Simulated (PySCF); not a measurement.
# CH8Si2Te (SMILES C[SiH2][Te][SiH3]) at 6 levels

Aim: a comparison of 6 runs (HF/3-21G, HF/def2-SVP, r2SCAN/STO-3G, wB97X/3-21G, wB97X/def2-SVPD, MP2/STO-3G) of CH8Si2Te. 

Program for the calculation: PySCF 2.14.0.

2 further runs of the same task are left out: 2 set aside as unsound or not needed.

## (1) The molecule

CH8Si2Te: 12 atoms, total charge 0, spin state singlet. As SMILES, `C[SiH2][Te][SiH3]`. The shape is that of a PBE0-D4/def2-TZVP optimisation. This is one conformer, not always the lowest.

Bond lengths: C1–Si2 1.867 Å, Si2–Te3 2.502 Å, Te3–Si4 2.489 Å, C1–H5 1.092 Å, C1–H6 1.092 Å, C1–H7 1.094 Å, Si2–H8 1.486 Å, Si2–H9 1.488 Å, Si4–H10 1.485 Å, Si4–H11 1.484 Å, Si4–H12 1.486 Å. Some angles: C1–Si2–Te3 112.2°, Si2–Te3–Si4 91.3°, C1–Si2–H8 111.1°, C1–Si2–H9 110.5°, Te3–Si2–H8 105.4°, Te3–Si2–H9 108.4°, Si2–C1–H5 110.8°, Si2–C1–H6 110.5°, Si2–C1–H7 110.3°, Te3–Si4–H10 110.9°.

## (2) Energy and forces at HF/3-21G (run 1)

Input file input.py:

```python
from pyscf import gto

molecule = gto.M(
    atom='''
C     -0.054613     2.909800     2.179043
Si     1.467750     2.061502    -0.887982
Te     3.270549    -2.308489    -0.841684
Si    -1.031035    -4.196704    -1.063538
H     -1.603055     1.616283     2.609901
H      1.315060     2.810968     3.718225
H     -0.815228     4.829573     2.093628
H      3.638101     3.755642    -1.443184
H     -0.389473     2.232900    -2.991059
H     -2.319450    -3.470860    -3.448561
H     -0.716962    -6.981971    -0.961115
H     -2.615759    -3.362768     1.100576
''',
    unit='bohr',
    basis='3-21g',
    charge=0,
    verbose=4,
    max_memory=1860,
)

mf = molecule.RHF()
mf.conv_tol = 1e-10
mf.kernel()
if not mf.converged:
    mf = mf.newton().run(mf.mo_coeff, mf.mo_occ)

e_tot = mf.e_tot
print('Final energy', e_tot)
grad = mf.nuc_grad_method().kernel()
dip = mf.dip_moment()
pop, q = mf.mulliken_pop()
```

Started as:

```sh
$ OMP_NUM_THREADS=1 python input.py
```

The log of the run:

```text
PySCF version 2.14.0

[... 64 lines left out ...]
converged SCF energy = -7199.81060194415
Final energy -7199.810601944151
[... 11 lines left out ...]
Dipole moment(X, Y, Z, Debye): -1.60434,  1.10408,  0.59397
[... 95 lines left out ...]
charge of   11H =     -0.15809
```

Wall time 28 s (1 thread of Intel Xeon at 2.50GHz (Skylake/Cascade Lake), shared host); peak memory 0.16 GiB.

## (3) Energy and forces at HF/def2-SVP (core potential) (run 2)

Input file start.xyz:

```xyz
12
CH8Si2Te
C     -0.028900     1.539800     1.153100
Si     0.776700     1.090900    -0.469900
Te     1.730700    -1.221600    -0.445400
Si    -0.545600    -2.220800    -0.562800
H     -0.848300     0.855300     1.381100
H      0.695900     1.487500     1.967600
H     -0.431400     2.555700     1.107900
H      1.925200     1.987400    -0.763700
H     -0.206100     1.181600    -1.582800
H     -1.227400    -1.836700    -1.824900
H     -0.379400    -3.694700    -0.508600
H     -1.384200    -1.779500     0.582400
```

Input file input.py:

```python
from pyscf import gto

system = gto.M(
    atom='start.xyz',
    charge=0,
    max_memory=1860,
    basis='def2-svp',
    spin=0,
    ecp={'Te': 'def2-svp'},
    verbose=4,
)

calc0 = system.RHF()
calc0.conv_tol = 1e-10
calc0.kernel()
if not calc0.converged:
    calc0 = calc0.newton().run(calc0.mo_coeff, calc0.mo_occ)

energy = calc0.e_tot
print(f'total energy: {energy:.8f} hartree')
grad = calc0.nuc_grad_method().kernel()
dip = calc0.dip_moment()
pop, q = calc0.mulliken_pop()
```

Started as:

```sh
$ OMP_NUM_THREADS=1 python input.py
```

The log of the run:

```text
PySCF version 2.14.0

[... 70 lines left out ...]
converged SCF energy = -887.216766836931
total energy: -887.21676684 hartree
[... 11 lines left out ...]
Dipole moment(X, Y, Z, Debye): -1.20537,  0.92532,  0.59623
[... 129 lines left out ...]
charge of   11H =     -0.12428
```

It took 69 s on 1 thread of Intel Xeon at 2.50GHz (Skylake/Cascade Lake), shared host; peak memory 0.29 GiB.

Run 3 isn't shown in full; the table further down has it.

## (4) Energy and gradient at wB97X/3-21G (run 4)

Input file mol.xyz:

```xyz
12

C     -0.028900     1.539800     1.153100
Si     0.776700     1.090900    -0.469900
Te     1.730700    -1.221600    -0.445400
Si    -0.545600    -2.220800    -0.562800
H     -0.848300     0.855300     1.381100
H      0.695900     1.487500     1.967600
H     -0.431400     2.555700     1.107900
H      1.925200     1.987400    -0.763700
H     -0.206100     1.181600    -1.582800
H     -1.227400    -1.836700    -1.824900
H     -0.379400    -3.694700    -0.508600
H     -1.384200    -1.779500     0.582400
```

Input file job.py:

```python
from pyscf import gto, dft

mol = gto.Mole()
mol.atom = 'mol.xyz'
mol.verbose = 4
mol.max_memory = 1860
mol.basis = '3-21g'
mol.build()

myscf = dft.RKS(mol, xc='wb97x')
myscf.conv_tol = 1e-10
myscf.grids.level = 5
myscf.kernel()
if not myscf.converged:
    myscf = myscf.newton().run(myscf.mo_coeff, myscf.mo_occ)

energy = myscf.e_tot
print('E(%s) = %.9f' % ('WB97X', energy))
grad = myscf.nuc_grad_method().kernel()
myscf.analyze()
```

Started as:

```sh
$ OMP_NUM_THREADS=1 python job.py
```

The log of the run:

```text
PySCF version 2.14.0

[... 103 lines left out ...]
MO #2   energy= -167.401132519797  occ= 2
[... 15 lines left out ...]
MO #18  energy= -5.90680418917728  occ= 2
[... 15 lines left out ...]
MO #34  energy= -1.80680041760721  occ= 2
[... 15 lines left out ...]
MO #50  energy= 0.106789539877241  occ= 0
[... 15 lines left out ...]
MO #66  energy= 0.469694690711168  occ= 0
[... 15 lines left out ...]
MO #82  energy= 1.86344420031989   occ= 0
[... 97 lines left out ...]
Dipole moment(X, Y, Z, Debye): -1.42661,  1.00999,  0.61552
```

Wall time 2.5 min (1 thread of Intel Xeon at 2.50GHz (Skylake/Cascade Lake), shared host); peak memory 0.8 GiB.

Run 5 isn't shown in full; the table further down has it.

## (5) Energy and forces at MP2/STO-3G (run 6)

Input file run.py:

```python
import pyscf.grad
from pyscf import gto, mp

molecule = gto.Mole()
molecule.atom = '''
C     -0.028900     1.539800     1.153100
Si     0.776700     1.090900    -0.469900
Te     1.730700    -1.221600    -0.445400
Si    -0.545600    -2.220800    -0.562800
H     -0.848300     0.855300     1.381100
H      0.695900     1.487500     1.967600
H     -0.431400     2.555700     1.107900
H      1.925200     1.987400    -0.763700
H     -0.206100     1.181600    -1.582800
H     -1.227400    -1.836700    -1.824900
H     -0.379400    -3.694700    -0.508600
H     -1.384200    -1.779500     0.582400
'''
molecule.spin = 0
molecule.max_memory = 1860
molecule.verbose = 3
molecule.basis = 'sto-3g'
molecule.build()

hf = molecule.RHF()
hf.conv_tol = 1e-10
hf.kernel()
if not hf.converged:
    hf = hf.newton().run(hf.mo_coeff, hf.mo_occ)

pt = mp.MP2(hf, frozen=29).run()
e_final = pt.e_tot
print(f'total energy: {e_final:.8f} hartree')
grad = pt.Gradients().kernel()
hf.analyze()
```

Started as:

```sh
$ OMP_NUM_THREADS=1 python run.py
```

The log of the run:

```text
converged SCF energy = -7160.48306623159
[... 19 lines left out ...]
MO #8   energy= -33.5031154869412  occ= 2
[... 9 lines left out ...]
MO #18  energy= -5.9898220710753   occ= 2
[... 9 lines left out ...]
MO #28  energy= -4.00822429423993  occ= 2
[... 9 lines left out ...]
MO #38  energy= -0.564832970408019 occ= 2
[... 9 lines left out ...]
MO #48  energy= 0.282361985588398  occ= 0
[... 9 lines left out ...]
MO #58  energy= 0.741025948226947  occ= 0
[... 13 lines left out ...]
Dipole moment(X, Y, Z, Debye): -2.47334,  1.24706,  0.12629
```

It took 31 s on 1 thread of Intel Xeon at 2.50GHz (Skylake/Cascade Lake), shared host; peak memory 0.28 GiB.

## (6) All runs side by side

```
run                             level  core potential  integration grid   energy (Eh)  dipole moment (D) of the reference  HOMO energy (eV)  LUMO energy (eV)  wall time
  1                          HF/3-21G               –                 –  -7199.810602                                2.04             -8.61              2.56       28 s
  2      HF/def2-SVP (core potential)        def2-svp                 –   -887.216767                                1.63             -8.55              2.96       69 s
  3                     r2SCAN/STO-3G               –                 5  -7164.146785                                2.62             -2.89              2.79       87 s
  4                       wB97X/3-21G               –                 5  -7204.022121                                1.85             -8.46              1.47    2.5 min
  5  wB97X/def2-SVPD (core potential)        def2-svp                 5   -889.777752                                1.43             -8.45              1.14     11 min
  6                        MP2/STO-3G               –                 –  -7160.628673                                2.77             -6.01              7.68       31 s
```

## (7) Outcome

| quantity | value |
| --- | --- |
| run 6: total energy | -7160.62867 Eh |
| run 6: dipole moment (Hartree–Fock density) | 2.77 D |
| run 6: HOMO energy (Hartree–Fock orbitals) | -6.01 eV |
| run 6: LUMO energy (Hartree–Fock orbitals) | 7.68 eV |
| run 6: HOMO–LUMO gap (Hartree–Fock orbitals) | 13.69 eV |
| run 6: correlation energy (29 core orbitals frozen) | -145.6 mEh |
| run 6: largest force on an atom | 1.782 eV/Å |

In words: Over runs 1, 2, 3, 4, 5 the dipole moment (its size) runs from 1.43 D (wB97X/def2-SVPD) to 2.62 D (r2SCAN/STO-3G). The two ends differ in method and basis and core potential. Over runs 1, 2, 3, 4, 5 the HOMO–LUMO gap runs from 5.68 eV (r2SCAN/STO-3G) to 11.51 eV (HF/def2-SVP). Totals of different functionals can't be ranked against each other. Some runs of one species differ in core potentials or relativity; totals across that change don't compare. In runs 3, 6 the basis is minimal, so the values are rough. In runs 1, 3, 4, 6 relativity is left out where basis or elements ask for it. All runs together took 17 min, the longest 11 min.
